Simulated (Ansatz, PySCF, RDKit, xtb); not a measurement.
# Isomers of GeSiH6O4, a sample narrowed down, part 2 of 2

Which of a sample of isomers of GeSiH6O4 is the most stable in the gas at 298.15 K, and what are its properties? The sample is small against all isomers, and the most stable one of this formula need not be in it.

xtb, Ansatz and PySCF; isolated molecules. Earlier steps stand in the parts before.

**10. c514c at MP2/def2-TZVPP**

File input.yaml:

```yaml
crystal:
  periodic: [false, false, false]
  atoms:
    - {symbol: Ge, position_ang: [-1.660223, 0.387657, 1.485220]}
    - {symbol: O, position_ang: [1.377710, -0.364189, -1.525196]}
    - {symbol: O, position_ang: [0.171397, -2.543798, -0.655306]}
    - {symbol: O, position_ang: [1.284965, -1.008557, 1.187474]}
    - {symbol: O, position_ang: [-0.802051, -0.013825, -0.032182]}
    - {symbol: Si, position_ang: [0.503310, -0.977445, -0.266783]}
    - {symbol: H, position_ang: [1.317569, 0.589120, -1.635426]}
    - {symbol: H, position_ang: [0.051421, -2.715782, -1.593628]}
    - {symbol: H, position_ang: [1.871046, -1.756138, 1.334541]}
    - {symbol: H, position_ang: [-0.827496, 1.423403, 2.257556]}
    - {symbol: H, position_ang: [-3.002930, 0.982095, 1.033902]}
    - {symbol: H, position_ang: [-1.866923, -0.893496, 2.309579]}
basis:
  gaussian: {orbitals: def2-TZVPP}
correlation: {method: mp2, frozen_orbitals: {Si: 5, H: 0, Ge: 9, O: 1}}
```

On the command line:

```console
$ ansatz run input.yaml --threads 2 --pin off --max-ram 6090MiB --events-out events.jsonl --progress --plain --runs-dir runs
```

What it wrote:

```text
Warning: RAYON_NUM_THREADS=2 ignored (pool sized by the plan → 2); use --threads N
Functional definition: HF
  name "HF"
  exchange = exact_x
  correlation = 0
1834 factors; integrals over basis functions are off by at most 1.1e-3 eV
mean field evaluation 1: about -72583.3859 eV, gradient 6.3e1 eV
mean field evaluation 2: about -72583.7074 eV, gradient 6.3e1 eV
mean field evaluation 4: about -72590.4468 eV, gradient 3.8e0 eV
mean field evaluation 8: about -72590.5202 eV, gradient 3.7e-1 eV
mean field -72590.52068921 eV, -2667.6524317063 hartree, gradient 2.9e-6 eV, S^2 0.000000; 0 other end points of the search recorded, 0 dependent functions left out
18 core orbitals not correlated: weight in the atoms' cores, before any rotation towards them, 1.000 or more for the frozen orbitals, at most 0.000 for the correlated occupied ones
reference -72590.52068921 eV, -2667.6524317063 hartree; 24, 24 occupied and 256, 256 virtual orbitals, 1834 factors
second order -36.17909176 eV of doubles, -0.00000000 eV of singles
Total energy: -72626.69978097 eV, -2668.9819888055 hartree
```

Run time: 15 s. Hardware: 2 threads of Arm Neoverse V1, shared host; peak memory 0.9 GiB.

**11. c775c at CCSD(T)/def2-SVP**

File input.yaml:

```yaml
basis:
  gaussian:
    orbitals: def2-SVP
crystal:
  periodic: [false, false, false]
  atoms:
    - symbol: Ge
      position_ang: [0.691544, -0.296964, 1.125326]
    - symbol: O
      position_ang: [-0.260641, -1.730554, 1.507171]
    - symbol: O
      position_ang: [0.150901, 0.276412, -0.484578]
    - symbol: O
      position_ang: [-0.703186, -1.259716, -2.620852]
    - symbol: O
      position_ang: [-2.178937, -0.987260, -0.462704]
    - symbol: Si
      position_ang: [-1.098116, -0.171289, -1.440445]
    - symbol: H
      position_ang: [-1.120151, -1.668019, 1.055790]
    - symbol: H
      position_ang: [2.165887, -0.703072, 1.025500]
    - symbol: H
      position_ang: [0.423657, 0.866959, 2.093860]
    - symbol: H
      position_ang: [-1.686246, 1.051412, -2.040343]
    - symbol: H
      position_ang: [-0.167966, -0.949174, -3.356303]
    - symbol: H
      position_ang: [-2.756621, -1.613818, -0.910781]
correlation:
  method: ccsd_t
  frozen_orbitals: {Si: 5, H: 0, Ge: 9, O: 1}
```

On the command line:

```console
$ ansatz run input.yaml --threads 2 --pin off --max-ram 6090MiB --events-out events.jsonl --progress --plain --runs-dir runs
```

What it wrote, cut to the lines that bear on the results:

```text
Warning: RAYON_NUM_THREADS=2 ignored (pool sized by the plan → 2); use --threads N
Functional definition: HF
  name "HF"
[...]
1304 factors; integrals over basis functions are off by at most 1.3e-3 eV
[...]
mean field -72568.66638235 eV, -2666.8493007426 hartree, gradient 2.7e-6 eV, S^2 0.000000; 0 other end points of the search recorded, 0 dependent functions left out
18 core orbitals not correlated: weight in the atoms' cores, before any rotation towards them, 1.000 or more for the frozen orbitals, at most 0.000 for the correlated occupied ones
reference -72568.66638235 eV, -2666.8493007426 hartree; 24, 24 occupied and 94, 94 virtual orbitals, 1304 factors
second order -29.08927991 eV of doubles, -0.00000000 eV of singles
cycle   1  -28.92399981 eV  change    1.7e-1 eV  update   1.2e-1
[...]
cycle   9  -29.81776690 eV  change   -9.1e-7 eV  update   1.9e-5
perturbative correction -0.68284168 eV, -0.0250939690 hartree
Total energy: -72599.16699094 eV, -2667.9701774341 hartree
```

It took 56 s on 2 threads of Arm Neoverse V1, shared host; peak memory 0.98 GiB.

**12. Putting it together**

Energies in kcal/mol from c514c; G adds the thermal terms to the CCSD(T)/def2-SVP + MP2/def2-TZVPP - MP2/def2-SVP energy. The columns left of the relaxed level are at the tight-binding geometries.

```
label                  SMILES     spin  GFN2-xTB  HF/STO-3G  r2SCAN-D4/def2-SVP  PBE0-D4/def2-SVP  HF/def2-SVP  MP2/def2-SVP  CCSD(T)/def2-SVP + MP2/def2-TZVPP - MP2/def2-SVP     G  share at equilibrium     T1
c514c    O[Si](O)(O)[O][GeH3]  singlet       0.0        0.0                 0.0               0.0          0.0           0.0                                               0.0   0.0               100.0 %  0.011
c775c  [OH][GeH2][O][SiH](O)O  singlet       3.9       12.4                14.7              14.3         17.2          13.8                                              17.0  16.1               < 0.1 %  0.012
```

Lowest found: c514c, `O[Si](O)(O)[O][GeH3]`, a singlet. Bond lengths: Ge1–O5 1.789 Å, O2–Si6 1.651 Å, O3–Si6 1.648 Å, O4–Si6 1.651 Å, O5–Si6 1.639 Å, O2–H7 0.962 Å, O3–H8 0.961 Å, O4–H9 0.961 Å, Ge1–H10 1.537 Å, Ge1–H11 1.536 Å, Ge1–H12 1.537 Å. Some angles: Ge1–O5–Si6 129.4°, O2–Si6–O3 106.3°, O2–Si6–O4 115.3°, O2–Si6–O5 108.2°, O3–Si6–O4 106.6°, O3–Si6–O5 115.6°, O4–Si6–O5 105.2°, O5–Ge1–H10 108.5°, O5–Ge1–H11 104.9°, O5–Ge1–H12 109.4°.

```xyz
12

Ge   -1.6602    0.3877    1.4852
O     1.3777   -0.3642   -1.5252
O     0.1714   -2.5438   -0.6553
O     1.2850   -1.0086    1.1875
O    -0.8021   -0.0138   -0.0322
Si    0.5033   -0.9774   -0.2668
H     1.3176    0.5891   -1.6354
H     0.0514   -2.7158   -1.5936
H     1.8710   -1.7561    1.3345
H    -0.8275    1.4234    2.2576
H    -3.0029    0.9821    1.0339
H    -1.8669   -0.8935    2.3096
```

**13. Density, orbitals and dipole (PBE0/def2-SVPD)**

File input.yaml:

```yaml
crystal:
  periodic: [false, false, false]
  atoms:
    - {symbol: Ge, position_ang: [-1.660223, 0.387657, 1.485220]}
    - {symbol: O, position_ang: [1.377710, -0.364189, -1.525196]}
    - {symbol: O, position_ang: [0.171397, -2.543798, -0.655306]}
    - {symbol: O, position_ang: [1.284965, -1.008557, 1.187474]}
    - {symbol: O, position_ang: [-0.802051, -0.013825, -0.032182]}
    - {symbol: Si, position_ang: [0.503310, -0.977445, -0.266783]}
    - {symbol: H, position_ang: [1.317569, 0.589120, -1.635426]}
    - {symbol: H, position_ang: [0.051421, -2.715782, -1.593628]}
    - {symbol: H, position_ang: [1.871046, -1.756138, 1.334541]}
    - {symbol: H, position_ang: [-0.827496, 1.423403, 2.257556]}
    - {symbol: H, position_ang: [-3.002930, 0.982095, 1.033902]}
    - {symbol: H, position_ang: [-1.866923, -0.893496, 2.309579]}
basis:
  gaussian: {orbitals: def2-SVPD}
hamiltonian: {xc: {name: PBE0}}
output: {forces: true, orbitals: {seedname: orbitals}}
```

On the command line:

```console
$ ansatz run input.yaml --threads 2 --pin off --max-ram 6090MiB --events-out events.jsonl --progress --plain --runs-dir runs
```

What it wrote, cut to the lines that bear on the results:

```text
Warning: RAYON_NUM_THREADS=2 ignored (pool sized by the plan → 2); use --threads N
Functional definition: PBE0
  name "PBE0"
[...]
1813 factors; their error is unknown
[...]
mean field -72653.20014149 eV, -2669.9558590921 hartree, gradient 6.4e-5 eV, S^2 0.000000; 0 other end points of the search recorded, 0 dependent functions left out
[...]
reference -72653.20018615 eV, -2669.9558607332 hartree; 42, 42 occupied and 160, 160 virtual orbitals, 1813 factors
Total energy: -72653.20018615 eV, -2669.9558607332 hartree
Atom 0 at    -1.660223     0.387657     1.485220 Å, force    -0.171452     0.075966     0.200860 eV/Å
Atom 1 at     1.377710    -0.364189    -1.525196 Å, force     0.032707     0.153458    -0.120324 eV/Å
Atom 2 at     0.171397    -2.543798    -0.655306 Å, force     0.001153    -0.131065    -0.171002 eV/Å
Atom 3 at     1.284965    -1.008557     1.187474 Å, force     0.136634    -0.159973     0.099563 eV/Å
Atom 4 at    -0.802051    -0.013825    -0.032182 Å, force     0.086642    -0.021567    -0.130338 eV/Å
Atom 5 at     0.503310    -0.977445    -0.266783 Å, force    -0.199277     0.159172     0.123992 eV/Å
Atom 6 at     1.317569     0.589120    -1.635426 Å, force     0.061632    -0.071103    -0.039038 eV/Å
Atom 7 at     0.051421    -2.715782    -1.593628 Å, force    -0.009598    -0.062892     0.072216 eV/Å
Atom 8 at     1.871046    -1.756138     1.334541 Å, force    -0.001200     0.085573     0.042900 eV/Å
Atom 9 at    -0.827496     1.423403     2.257556 Å, force     0.010438    -0.022876    -0.030803 eV/Å
Atom 10 at    -3.002930     0.982095     1.033902 Å, force     0.027120    -0.010874    -0.014105 eV/Å
Atom 11 at    -1.866923    -0.893496     2.309579 Å, force     0.025201     0.006179    -0.033923 eV/Å
Dipole moment:    -0.048527     0.096186     0.000930 e Å
```

Wall time 13 s (2 threads of Arm Neoverse V1, shared host); peak memory 0.77 GiB.

**14. Electronic excitations (TD-PBE0/def2-SVPD)**

An in-house driver calls PySCF's response routines at TD-PBE0/def2-SVPD; it has no typed input.

What it wrote:

```text
coarse grid: 49384 points
cycle   1  E = -2669.6672350184  dE =  1.449e-01  |g| = 1.272e+00  |ddm| = 4.821e+00
cycle   2  E = -2669.2920650319  dE =  3.752e-01  |g| = 1.886e+00  |ddm| = 4.082e+00
cycle   3  E = -2669.9509790635  dE = -6.589e-01  |g| = 1.596e-01  |ddm| = 2.564e+00
cycle   4  E = -2669.9547151332  dE = -3.736e-03  |g| = 8.134e-02  |ddm| = 2.753e-01
cycle   5  E = -2669.9559143472  dE = -1.199e-03  |g| = 1.529e-02  |ddm| = 8.516e-02
cycle   6  E = -2669.9559459631  dE = -3.162e-05  |g| = 3.269e-03  |ddm| = 1.911e-02
cycle   7  E = -2669.9559471053  dE = -1.142e-06  |g| = 5.038e-04  |ddm| = 3.821e-03
final grid: 102032 points
cycle   8  E = -2669.9559067758  dE = -6.108e-08  |g| = 5.821e-04  |ddm| = 6.028e-03
cycle   9  E = -2669.9559067450  dE =  3.080e-08  |g| = 7.324e-04  |ddm| = 1.664e-03
cycle  10  E = -2669.9559068295  dE = -8.451e-08  |g| = 7.794e-05  |ddm| = 8.403e-04
cycle  11  E = -2669.9559068306  dE = -1.112e-09  |g| = 1.373e-05  |ddm| = 1.046e-04
cycle  12  E = -2669.9559068307  dE = -3.547e-11  |g| = 5.372e-06  |ddm| = 2.285e-05
converged SCF energy = -2669.9559068307

Static polarisability (au): isotropic 67.465, principal 63.389 64.416 74.591

Singlet excitations
state   eV       nm        f      main configurations
  1   7.0929    174.8   0.00396   H->L 0.92
  2   7.4273    166.9   0.00171   H-1->L 0.93
  3   7.6770    161.5   0.01499   H-2->L 0.88
  4   7.8434    158.1   0.03257   H->L+1 0.81, H-3->L 0.09
  5   8.1072    152.9   0.02335   H-3->L 0.58, H->L+2 0.16, H->L+1 0.12
  6   8.2540    150.2   0.04299   H-1->L+1 0.70, H-2->L+1 0.12
  7   8.4098    147.4   0.11169   H-4->L 0.54, H->L+2 0.21, H-3->L 0.12
  8   8.4835    146.1   0.00498   H->L+2 0.50, H-4->L 0.20, H-3->L 0.09

Triplet excitations (Tamm-Dancoff, eV): 6.7726 7.1041 7.3898
```

Wall time 24 s (2 threads of Arm Neoverse V1, shared host); peak memory 0.86 GiB.

The roots found:

```
excited state  energy (eV)  strength
            1        7.093    0.0040
            2        7.427    0.0017
            3        7.677    0.0150
            4        7.843    0.0326
            5        8.107    0.0233
            6        8.254    0.0430
            7        8.410    0.1117
            8        8.483    0.0050
```

**15. NMR shieldings (GIAO PBE0/pcSseg-1)**

An in-house driver calls PySCF's response routines at GIAO PBE0/pcSseg-1; it has no typed input.

What it wrote:

```text
coarse grid: 49384 points
cycle   1  E = -2669.9241378134  dE =  1.189e-01  |g| = 1.551e+00  |ddm| = 3.336e+00
cycle   2  E = -2669.5722030188  dE =  3.519e-01  |g| = 2.067e+00  |ddm| = 1.935e+00
cycle   3  E = -2670.2435880553  dE = -6.714e-01  |g| = 2.288e-01  |ddm| = 1.292e+00
cycle   4  E = -2670.2508972143  dE = -7.309e-03  |g| = 1.062e-01  |ddm| = 1.771e-01
cycle   5  E = -2670.2527090680  dE = -1.812e-03  |g| = 1.993e-02  |ddm| = 6.583e-02
cycle   6  E = -2670.2527592926  dE = -5.022e-05  |g| = 4.775e-03  |ddm| = 1.095e-02
cycle   7  E = -2670.2527615786  dE = -2.286e-06  |g| = 5.901e-04  |ddm| = 3.055e-03
final grid: 102032 points
cycle   8  E = -2670.2527448378  dE = -4.179e-08  |g| = 6.266e-04  |ddm| = 1.180e-03
cycle   9  E = -2670.2527448106  dE =  2.718e-08  |g| = 8.011e-04  |ddm| = 9.115e-04
cycle  10  E = -2670.2527448949  dE = -8.430e-08  |g| = 6.514e-05  |ddm| = 4.567e-04
cycle  11  E = -2670.2527448957  dE = -7.740e-10  |g| = 2.308e-05  |ddm| = 5.892e-05
converged SCF energy = -2670.2527448957

GIAO shielding tensors (ppm)
atom      isotropic    diamagn.    paramagn.     s11        s22        s33       span
  0 Ge    1411.299    2755.100   -1343.801   1298.214   1316.562   1619.122    320.909
  1 O      282.641     391.422    -108.781    254.605    266.977    326.341     71.736
  2 O      287.429     388.575    -101.146    261.275    270.069    330.942     69.667
  3 O      286.746     390.572    -103.826    265.261    269.806    325.172     59.911
  4 O      307.614     405.387     -97.773    258.752    306.035    358.057     99.305
  5 Si     418.842     881.778    -462.937    408.049    412.918    435.558     27.509
  6 H       29.580      33.732      -4.152     21.217     25.063     42.461     21.244
  7 H       29.568      30.818      -1.251     21.487     23.930     43.286     21.799
  8 H       29.565      30.102      -0.537     21.321     23.794     43.579     22.258
  9 H       26.106      28.264      -2.158     19.506     22.501     36.310     16.804
 10 H       26.284      27.602      -1.318     19.687     21.972     37.192     17.506
 11 H       26.017      27.586      -1.569     19.319     23.004     35.728     16.409
```

Wall time 12 s (2 threads of Arm Neoverse V1, shared host); peak memory 1.1 GiB.

Isotropic shieldings, averaged over atoms that the bond graph makes equivalent (absolute, not shifts):

```csv
atoms,shielding (ppm)
Ge1,1411.3
"O2, O3, O4",285.6
O5,307.6
Si6,418.8
"H7, H8, H9",29.57
"H10, H11, H12",26.14
```

**16. The cation at the same geometry (PBE0/def2-SVPD)**

input.yaml, as its differences from that of step 13:

```diff
@@ -16,4 +16,9 @@
 basis:
-  gaussian: {orbitals: def2-SVPD}
-hamiltonian: {xc: {name: PBE0}}
-output: {forces: true, orbitals: {seedname: orbitals}}
+  gaussian:
+    orbitals: def2-SVPD
+total_charge: 1
+magnetization:
+  spin_polarized: true
+  initial_magnetization: 1
+hamiltonian:
+  xc: pbe0
```

On the command line:

```console
$ ansatz run input.yaml --threads 2 --pin off --max-ram 6090MiB --events-out events.jsonl --progress --plain --runs-dir runs
```

What it wrote:

```text
Warning: RAYON_NUM_THREADS=2 ignored (pool sized by the plan → 2); use --threads N
Functional definition: PBE0
  name "PBE0"
  parameter a = 0.25
  parameter kappa = 0.804
  parameter beta = 0.06672455060314922
  exchange = (1 - a)*pbe_x(kappa = kappa, mu = beta*pi^2/3) + a*exact_x
  correlation = pbe_c(beta = beta)
1813 factors; their error is unknown
mean field evaluation 1: about -72615.6383 eV, gradient 8.5e1 eV
mean field evaluation 2: about -72420.9529 eV, gradient 2.0e2 eV
mean field evaluation 4: about -72635.2438 eV, gradient 3.5e1 eV
mean field evaluation 8: about -72642.0116 eV, gradient 4.2e0 eV
mean field evaluation 16: about -72642.2584 eV, gradient 1.5e-1 eV
mean field evaluation 32: about -72642.5216 eV, gradient 2.9e-4 eV
mean field evaluation 64: about -72641.3552 eV, gradient 1.1e1 eV
mean field -72642.52163222 eV, -2669.5634311145 hartree, gradient 7.1e-6 eV, S^2 0.759245; 7 other end points of the search recorded, 0 dependent functions left out
reference -72642.52167625 eV, -2669.5634327325 hartree; 42, 41 occupied and 160, 161 virtual orbitals, 1813 factors
Total energy: -72642.52167625 eV, -2669.5634327325 hartree
```

It took 59 s on 2 threads of Arm Neoverse V1, shared host; peak memory 1 GiB.

Difference from the parent: 10.68 eV.

**17. The anion at the same geometry (PBE0/def2-SVPD)**

input.yaml, as its differences from that of step 16:

```diff
@@ -18,3 +18,3 @@
     orbitals: def2-SVPD
-total_charge: 1
+total_charge: -1
 magnetization:
@@ -24 +24,3 @@
   xc: pbe0
+scf:
+  lower_state_search: off
```

On the command line:

```console
$ ansatz run input.yaml --threads 2 --pin off --max-ram 6090MiB --events-out events.jsonl --progress --plain --runs-dir runs
```

What it wrote, cut to the lines that bear on the results:

```text
Warning: RAYON_NUM_THREADS=2 ignored (pool sized by the plan → 2); use --threads N
Functional definition: PBE0
  name "PBE0"
[...]
1813 factors; their error is unknown
[...]
mean field -72652.37027408 eV, -2669.9253620270 hartree, gradient 9.9e-6 eV, S^2 0.750646; 0 other end points of the search recorded, 0 dependent functions left out
reference -72652.37031838 eV, -2669.9253636551 hartree; 43, 42 occupied and 159, 160 virtual orbitals, 1813 factors
Total energy: -72652.37031838 eV, -2669.9253636551 hartree
Checks for a lower state left out: stability, starts, cluster_reference, orbital_swaps, neighbouring_geometries, increment
```

Wall time 17 s (2 threads of Arm Neoverse V1, shared host); peak memory 0.85 GiB.

Parent less the species with the added electron: -0.83 eV. In this basis the extra electron isn't bound at this geometry, so the number hangs on the basis; a diffuse state bound by the dipole can't be described by it.

**18. The triplet at the same geometry (PBE0/def2-SVPD)**

input.yaml, as its differences from that of step 17:

```diff
@@ -16,11 +16,4 @@
 basis:
-  gaussian:
-    orbitals: def2-SVPD
-total_charge: -1
-magnetization:
-  spin_polarized: true
-  initial_magnetization: 1
-hamiltonian:
-  xc: pbe0
-scf:
-  lower_state_search: off
+  gaussian: {orbitals: def2-SVPD}
+magnetization: {spin_polarized: true, initial_magnetization: 2}
+hamiltonian: {xc: {name: PBE0}}
```

On the command line:

```console
$ ansatz run input.yaml --threads 2 --pin off --max-ram 6090MiB --events-out events.jsonl --progress --plain --runs-dir runs
```

What it wrote:

```text
Warning: RAYON_NUM_THREADS=2 ignored (pool sized by the plan → 2); use --threads N
Functional definition: PBE0
  name "PBE0"
  parameter a = 0.25
  parameter kappa = 0.804
  parameter beta = 0.06672455060314922
  exchange = (1 - a)*pbe_x(kappa = kappa, mu = beta*pi^2/3) + a*exact_x
  correlation = pbe_c(beta = beta)
1813 factors; their error is unknown
mean field evaluation 1: about -72627.9795 eV, gradient 6.9e1 eV
mean field evaluation 2: about -72553.1473 eV, gradient 1.4e2 eV
mean field evaluation 4: about -72635.8477 eV, gradient 3.8e1 eV
mean field evaluation 8: about -72646.0572 eV, gradient 2.8e0 eV
mean field evaluation 16: about -72646.3724 eV, gradient 4.9e-2 eV
mean field evaluation 32: about -72646.3728 eV, gradient 8.0e-5 eV
mean field -72646.37284224 eV, -2669.7049604723 hartree, gradient 5.3e-6 eV, S^2 2.008203; 6 other end points of the search recorded, 0 dependent functions left out
reference -72646.37289851 eV, -2669.7049625401 hartree; 43, 41 occupied and 159, 161 virtual orbitals, 1813 factors
Total energy: -72646.37289851 eV, -2669.7049625401 hartree
```

It took 48 s on 2 threads of Arm Neoverse V1, shared host; peak memory 1 GiB.

It lies 6.83 eV above the singlet.

**19. Summary of results**

What follows sums up all 2 parts.

| quantity | value |
| --- | --- |
| lowest structure found | O[Si](O)(O)[O][GeH3], singlet |
| next finalist | [OH][GeH2][O][SiH](O)O, singlet, 16.1 kcal/mol higher in G |
| share at equilibrium, among the finalists | 100.0 % |
| funnel | 20 starts, 16 minima at GFN2-xTB from these starts (18 with those found later), 11 screening runs, 3 relaxed, 2 ranked |
| CPU time of all runs | 21 min |
| dipole moment (PBE0/def2-SVPD) | 0.52 D |
| HOMO energy (PBE0/def2-SVPD) | -8.74 eV |
| LUMO energy (PBE0/def2-SVPD) | -0.36 eV |
| HOMO–LUMO gap (PBE0/def2-SVPD) | 8.39 eV |
| lowest excitation (TD-PBE0/def2-SVPD) | 7.09 eV (f = 0.004) |
| strongest of the states computed, same level | 8.41 eV (f = 0.112) |
| lowest triplet excitation, same level, Tamm-Dancoff | 6.77 eV |
| vertical ionisation energy | 10.68 eV |
| vertical electron affinity | -0.83 eV (unbound: the value depends on the basis) |
| vertical triplet less singlet | +6.83 eV |

`O[Si](O)(O)[O][GeH3]` comes out lowest. The margin of 16.1 kcal/mol over the next finalist is beyond the usual error of the last level; it says nothing of structures that weren't ranked. With 3 minima in the window unscreened, the next finalist need not be the second lowest, and margin and share hold for the finalists alone. GFN2-xTB, HF/STO-3G, r2SCAN-D4/def2-SVP, PBE0-D4/def2-SVP, HF/def2-SVP and MP2/def2-SVP already put its bonding pattern lowest among the structures in one piece. The largest share of the time went into the relaxations (42 % of the CPU time that the search's summary counts). 3 minima inside the window were never screened. Lowest found is not proven lowest: the search is finite, and each finalist counts with one conformer. Only 7 drawn patterns were tried, so whole families of isomers are missing, and the result ranks only the part of this sample that was screened.
